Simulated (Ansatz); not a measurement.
Born–Oppenheimer molecular dynamics of a periodic cell of 40 atoms, Cs2NaAlF6 (host Cs2NaAlF6, host structure Fm-3m). It starts from an unrelaxed structure (largest force component 0.71 eV/Å).

All numbers below come from DFT r2SCAN, scalar-relativistic, plane waves, PAW in Ansatz 0.2.0. Settings: accuracy low, cutoff 500 eV, k mesh 1x1x1, fermi-dirac smearing 0.05 eV, no spin polarisation.

| Quantity | Value |
| --- | --- |
| ensemble | NVT, Langevin thermostat |
| time step | 2 fs |
| steps asked | 170 |
| set temperature | 900 K |
| friction | 0.02 /fs |
| seed | 832239 |

Frames 4 fs apart, positions in Å, forces in eV/Å.

Velocities at 320 fs (Å/ps):

```
Cs -1.31 -0.09 2.96
Cs -2.05 1.30 -0.33
Na 14.59 8.19 1.77
Al -1.76 1.38 -2.70
F 6.34 -8.68 2.18
F 11.61 -10.90 -5.40
F -2.68 3.47 4.00
F -1.20 -5.78 1.95
F 4.86 -7.83 4.50
F 1.56 -9.04 1.28
Cs 2.54 3.58 1.01
Cs 3.87 0.51 0.95
Na 6.14 11.48 6.30
Al 3.99 -0.36 -5.96
F -2.40 0.42 1.60
F 1.05 3.09 0.34
F 1.08 -3.81 -0.76
F -0.21 7.24 1.73
F 1.93 3.81 1.66
F -4.89 -0.92 8.63
Cs 3.56 0.04 -1.43
Cs 1.47 -2.71 -3.59
Na -5.41 4.27 -0.08
Al -0.84 2.05 10.38
F 1.63 2.07 4.63
F 4.92 -3.12 1.00
F -4.68 -1.74 -1.58
F -0.11 11.59 -1.52
F 7.66 1.24 -3.75
F 1.01 -4.92 6.63
Cs -0.41 -1.12 2.54
Cs 1.55 -0.71 2.12
Na 3.10 -9.66 0.50
Al 11.68 1.77 3.25
F 4.27 -10.43 2.72
F 5.43 5.47 8.04
F 8.55 -1.97 -3.24
F -8.20 0.84 7.09
F -8.16 -4.16 -5.40
F -0.92 -0.13 -4.76
```

```xyz
40
Lattice="8.9252 0.0000 0.0000 0.0000 8.9252 0.0000 0.0000 0.0000 8.9252" Properties=species:S:1:pos:R:3:forces:R:3 time_fs=320 energy_less_start_eV=4.424 T=729
Cs 6.588 6.600 6.960 0.94 0.60 -0.44
Cs 2.466 2.068 2.417 -0.33 0.36 -0.31
Na 4.634 4.478 4.825 0.22 0.30 -0.54
Al 0.365 0.082 -0.140 -0.18 -0.23 1.97
F 1.873 4.423 4.276 0.13 0.15 0.25
F 4.667 4.438 1.632 0.55 -0.41 -0.37
F 7.130 4.829 4.588 -0.13 -0.84 1.29
F 4.498 1.671 4.246 1.11 -0.24 0.54
F 4.715 6.896 4.940 -1.31 -0.58 -0.53
F 4.609 4.551 7.049 -0.33 -0.54 -1.46
Cs 2.280 2.154 6.723 0.81 0.43 -0.92
Cs 7.054 7.106 1.827 -0.30 -1.00 1.21
Na 0.365 -0.022 4.846 -0.02 -0.36 -0.37
Al 4.582 4.368 -0.205 -0.77 0.17 3.95
F 6.351 -0.381 4.980 0.45 1.45 -0.69
F 0.181 0.137 1.720 0.25 0.57 -0.13
F 2.826 -0.087 4.621 -1.20 -0.60 -0.73
F 0.257 6.455 4.214 0.25 -0.06 0.99
F 0.139 2.636 4.606 -0.58 0.66 -0.08
F 0.419 0.031 7.050 0.10 -0.22 -0.99
Cs 2.691 6.871 2.406 -1.24 -1.24 -0.43
Cs 6.921 2.345 6.734 -0.12 -0.80 -0.78
Na -0.071 4.316 -0.369 0.31 0.09 0.36
Al 4.609 -0.246 4.588 -0.18 0.94 2.01
F 6.445 4.240 -0.243 -0.45 0.04 0.29
F 0.143 4.705 6.359 -0.14 -0.45 -0.57
F 2.831 4.335 0.065 -0.67 0.47 -0.78
F 0.464 1.964 -0.338 -1.03 -0.22 1.01
F 0.178 7.202 -0.052 0.84 -0.73 -0.24
F -0.448 4.654 2.772 1.07 -1.17 -1.39
Cs 6.672 2.283 1.884 0.23 -0.08 0.72
Cs 2.261 6.441 7.018 0.21 0.62 -0.51
Na 4.443 0.010 -0.130 -0.33 -0.05 -0.37
Al 0.089 4.571 4.455 -1.01 0.92 -0.19
F 2.155 0.004 0.188 0.00 -0.02 -0.65
F 4.239 0.088 6.440 1.10 -0.16 0.42
F 7.500 -0.014 -0.135 -1.01 1.42 -0.68
F 4.546 6.413 -0.009 0.17 -0.69 -0.31
F 4.189 2.333 -0.138 1.63 0.76 -0.07
F 4.637 -0.464 2.850 0.98 0.73 -0.46
40
Lattice="8.9252 0.0000 0.0000 0.0000 8.9252 0.0000 0.0000 0.0000 8.9252" Properties=species:S:1:pos:R:3:forces:R:3 time_fs=324 energy_less_start_eV=4.468 T=777
Cs 6.586 6.598 6.973 0.95 0.58 -0.43
Cs 2.458 2.074 2.415 -0.30 0.32 -0.37
Na 4.686 4.505 4.830 0.24 0.28 -0.56
Al 0.355 0.086 -0.148 0.56 -0.09 2.83
F 1.895 4.387 4.288 0.24 0.40 0.26
F 4.720 4.385 1.596 0.28 -0.25 -0.20
F 7.128 4.840 4.600 -0.08 -0.78 1.31
F 4.486 1.649 4.255 1.12 -0.18 0.60
F 4.731 6.867 4.957 -1.36 -0.20 -0.55
F 4.600 4.515 7.042 -0.22 -0.39 -1.51
Cs 2.292 2.170 6.727 0.66 0.37 -0.81
Cs 7.066 7.110 1.834 -0.25 -0.98 1.18
Na 0.384 0.021 4.868 -0.02 -0.37 -0.38
Al 4.595 4.367 -0.217 -1.24 -0.03 4.24
F 6.343 -0.374 4.985 0.48 1.37 -0.63
F 0.182 0.147 1.719 0.24 0.54 -0.16
F 2.830 -0.108 4.609 -1.16 -0.62 -0.42
F 0.252 6.476 4.225 0.39 -0.24 0.98
F 0.139 2.656 4.602 -0.54 0.50 0.04
F 0.408 0.020 7.089 0.29 -0.02 -1.99
Cs 2.700 6.870 2.401 -1.24 -1.24 -0.42
Cs 6.923 2.334 6.720 -0.12 -0.71 -0.70
Na -0.086 4.336 -0.356 0.35 0.05 0.37
Al 4.603 -0.242 4.624 -0.07 0.75 1.14
F 6.452 4.244 -0.219 -0.37 0.05 -0.05
F 0.159 4.700 6.363 -0.11 -0.36 -0.55
F 2.809 4.333 0.061 -0.21 0.50 -0.75
F 0.453 2.005 -0.315 -0.90 -0.47 0.84
F 0.210 7.210 -0.069 0.63 -0.98 -0.07
F -0.435 4.631 2.796 1.14 -1.01 -1.30
Cs 6.669 2.277 1.896 0.27 -0.12 0.71
Cs 2.266 6.442 7.025 0.22 0.62 -0.49
Na 4.458 -0.024 -0.129 -0.40 0.02 -0.28
Al 0.137 4.588 4.476 -1.60 0.72 -0.42
F 2.168 -0.038 0.199 -0.18 0.20 -0.71
F 4.268 0.111 6.473 0.92 -0.29 0.15
F 7.536 -0.015 -0.152 -1.66 1.37 -0.55
F 4.514 6.412 0.019 0.33 -0.75 -0.47
F 4.166 2.318 -0.147 1.69 0.74 -0.07
F 4.634 -0.453 2.826 1.01 0.70 0.18
40
Lattice="8.9252 0.0000 0.0000 0.0000 8.9252 0.0000 0.0000 0.0000 8.9252" Properties=species:S:1:pos:R:3:forces:R:3 time_fs=328 energy_less_start_eV=4.398 T=947
Cs 6.582 6.597 6.986 0.94 0.55 -0.42
Cs 2.450 2.081 2.408 -0.27 0.28 -0.38
Na 4.725 4.532 4.833 0.23 0.25 -0.56
Al 0.343 0.096 -0.146 1.19 -0.13 3.44
F 1.914 4.351 4.316 0.39 0.65 0.23
F 4.769 4.319 1.555 -0.03 -0.03 0.23
F 7.135 4.848 4.625 -0.09 -0.71 1.21
F 4.476 1.614 4.272 1.07 -0.02 0.62
F 4.726 6.852 4.980 -1.27 0.09 -0.58
F 4.583 4.471 7.024 -0.10 -0.27 -1.00
Cs 2.306 2.188 6.732 0.50 0.30 -0.66
Cs 7.074 7.112 1.845 -0.18 -0.94 1.13
Na 0.407 0.058 4.889 -0.03 -0.37 -0.38
Al 4.603 4.354 -0.216 -1.58 -0.17 3.72
F 6.342 -0.351 4.991 0.35 1.16 -0.60
F 0.194 0.144 1.720 0.13 0.50 -0.18
F 2.825 -0.134 4.601 -1.08 -0.61 -0.13
F 0.239 6.498 4.246 0.50 -0.41 0.91
F 0.141 2.684 4.594 -0.54 0.26 0.19
F 0.423 0.012 7.121 0.38 0.22 -2.75
Cs 2.707 6.869 2.396 -1.22 -1.20 -0.39
Cs 6.921 2.328 6.708 -0.10 -0.63 -0.63
Na -0.091 4.354 -0.326 0.39 0.02 0.35
Al 4.592 -0.240 4.656 0.18 0.73 0.63
F 6.458 4.252 -0.196 -0.28 0.06 -0.38
F 0.174 4.698 6.359 -0.10 -0.30 -0.34
F 2.776 4.333 0.059 0.18 0.52 -0.70
F 0.439 2.041 -0.259 -0.76 -0.67 0.55
F 0.241 7.213 -0.092 0.31 -1.08 0.13
F -0.411 4.594 2.815 1.14 -0.73 -1.10
Cs 6.662 2.268 1.912 0.35 -0.19 0.70
Cs 2.265 6.443 7.027 0.27 0.61 -0.46
Na 4.483 -0.065 -0.127 -0.48 0.11 -0.19
Al 0.172 4.607 4.504 -1.98 0.48 -0.79
F 2.168 -0.084 0.196 -0.15 0.43 -0.68
F 4.307 0.140 6.512 0.70 -0.42 -0.11
F 7.552 -0.006 -0.175 -2.09 1.24 -0.39
F 4.487 6.407 0.058 0.47 -0.82 -0.63
F 4.154 2.322 -0.135 1.70 0.69 -0.14
F 4.635 -0.429 2.803 0.98 0.55 0.54
40
Lattice="8.9252 0.0000 0.0000 0.0000 8.9252 0.0000 0.0000 0.0000 8.9252" Properties=species:S:1:pos:R:3:forces:R:3 time_fs=332 energy_less_start_eV=4.155 T=1044
Cs 6.578 6.601 6.996 0.91 0.47 -0.38
Cs 2.440 2.089 2.399 -0.23 0.26 -0.33
Na 4.759 4.567 4.825 0.21 0.19 -0.48
Al 0.342 0.113 -0.133 1.07 -0.38 3.34
F 1.929 4.311 4.348 0.54 0.99 0.13
F 4.808 4.251 1.517 -0.37 0.19 1.14
F 7.138 4.849 4.661 -0.08 -0.59 0.97
F 4.476 1.575 4.277 0.95 0.20 0.68
F 4.695 6.836 5.012 -1.10 0.42 -0.65
F 4.581 4.429 7.002 -0.08 -0.17 -0.09
Cs 2.316 2.205 6.737 0.38 0.28 -0.56
Cs 7.079 7.112 1.859 -0.12 -0.89 1.06
Na 0.439 0.089 4.913 -0.04 -0.35 -0.39
Al 4.587 4.330 -0.188 -1.51 -0.25 2.02
F 6.330 -0.326 4.988 0.41 0.88 -0.53
F 0.210 0.146 1.729 0.03 0.42 -0.31
F 2.813 -0.162 4.591 -0.83 -0.57 0.10
F 0.220 6.520 4.268 0.60 -0.51 0.77
F 0.155 2.721 4.595 -0.63 -0.07 0.31
F 0.454 0.009 7.138 0.31 0.43 -2.70
Cs 2.713 6.867 2.393 -1.14 -1.09 -0.34
Cs 6.918 2.327 6.695 -0.08 -0.51 -0.55
Na -0.090 4.370 -0.279 0.38 0.02 0.27
Al 4.588 -0.238 4.687 0.03 0.73 0.26
F 6.454 4.267 -0.168 -0.13 0.05 -0.65
F 0.192 4.708 6.342 -0.11 -0.22 -0.02
F 2.740 4.337 0.056 0.41 0.48 -0.58
F 0.417 2.089 -0.200 -0.62 -0.95 0.31
F 0.264 7.202 -0.115 0.00 -0.83 0.34
F -0.377 4.547 2.838 1.01 -0.38 -1.08
Cs 6.655 2.259 1.932 0.44 -0.28 0.68
Cs 2.262 6.447 7.029 0.36 0.58 -0.45
Na 4.513 -0.114 -0.128 -0.52 0.19 -0.11
Al 0.198 4.643 4.518 -2.08 -0.01 -0.79
F 2.173 -0.110 0.187 -0.16 0.60 -0.59
F 4.344 0.170 6.551 0.51 -0.54 -0.37
F 7.536 0.004 -0.193 -1.64 1.11 -0.25
F 4.470 6.400 0.093 0.50 -0.87 -0.68
F 4.167 2.337 -0.129 1.58 0.69 -0.18
F 4.647 -0.394 2.782 0.85 0.26 0.68
40
Lattice="8.9252 0.0000 0.0000 0.0000 8.9252 0.0000 0.0000 0.0000 8.9252" Properties=species:S:1:pos:R:3:forces:R:3 time_fs=336 energy_less_start_eV=3.962 T=1117
Cs 6.571 6.604 7.000 0.88 0.38 -0.31
Cs 2.431 2.099 2.389 -0.17 0.24 -0.23
Na 4.789 4.602 4.810 0.17 0.09 -0.36
Al 0.354 0.110 -0.106 0.65 -0.44 2.24
F 1.949 4.279 4.383 0.56 1.32 0.01
F 4.835 4.182 1.479 -0.69 0.31 2.63
F 7.141 4.860 4.703 0.01 -0.53 0.61
F 4.482 1.545 4.298 0.78 0.34 0.62
F 4.651 6.821 5.038 -0.86 0.71 -0.69
F 4.588 4.389 6.978 -0.15 -0.07 0.67
Cs 2.320 2.224 6.740 0.32 0.27 -0.51
Cs 7.082 7.112 1.871 -0.10 -0.85 0.97
Na 0.467 0.114 4.932 -0.04 -0.34 -0.41
Al 4.554 4.305 -0.153 -1.25 -0.17 -0.17
F 6.316 -0.299 4.972 0.56 0.57 -0.44
F 0.225 0.149 1.730 -0.05 0.33 -0.34
F 2.800 -0.193 4.584 -0.54 -0.46 0.22
F 0.201 6.547 4.290 0.65 -0.59 0.60
F 0.172 2.762 4.604 -0.78 -0.39 0.37
F 0.505 0.004 7.131 0.08 0.60 -1.79
Cs 2.716 6.866 2.388 -1.06 -0.98 -0.27
Cs 6.919 2.325 6.684 -0.08 -0.38 -0.43
Na -0.072 4.376 -0.230 0.33 0.04 0.20
Al 4.587 -0.241 4.715 -0.28 0.80 0.03
F 6.436 4.297 -0.134 0.15 0.03 -0.94
F 0.221 4.725 6.328 -0.18 -0.14 0.23
F 2.693 4.354 0.041 0.64 0.33 -0.39
F 0.401 2.139 -0.149 -0.50 -1.22 0.16
F 0.284 7.190 -0.134 -0.25 -0.60 0.53
F -0.322 4.506 2.849 0.77 -0.03 -1.06
Cs 6.653 2.243 1.953 0.51 -0.34 0.63
Cs 2.261 6.452 7.029 0.46 0.54 -0.50
Na 4.530 -0.165 -0.135 -0.50 0.26 -0.03
Al 0.210 4.681 4.524 -1.83 -0.46 -0.60
F 2.178 -0.121 0.171 -0.12 0.67 -0.42
F 4.377 0.195 6.585 0.36 -0.67 -0.57
F 7.513 0.020 -0.215 -0.88 0.95 -0.12
F 4.466 6.378 0.127 0.44 -0.87 -0.69
F 4.198 2.355 -0.137 1.30 0.69 -0.18
F 4.669 -0.371 2.757 0.67 0.07 0.75
```

Of the whole run (340 fs, mean temperature of the second half 872 K): A run of 0.34 ps of so small a system gives no equilibrium averages. Limits of this set-up: coarse k mesh, low accuracy level.

Run time: 20 min on 4 threads of Intel(R) Xeon(R) Platinum 8488C (Sapphire Rapids), on a shared host, peak memory 1.5 GiB.
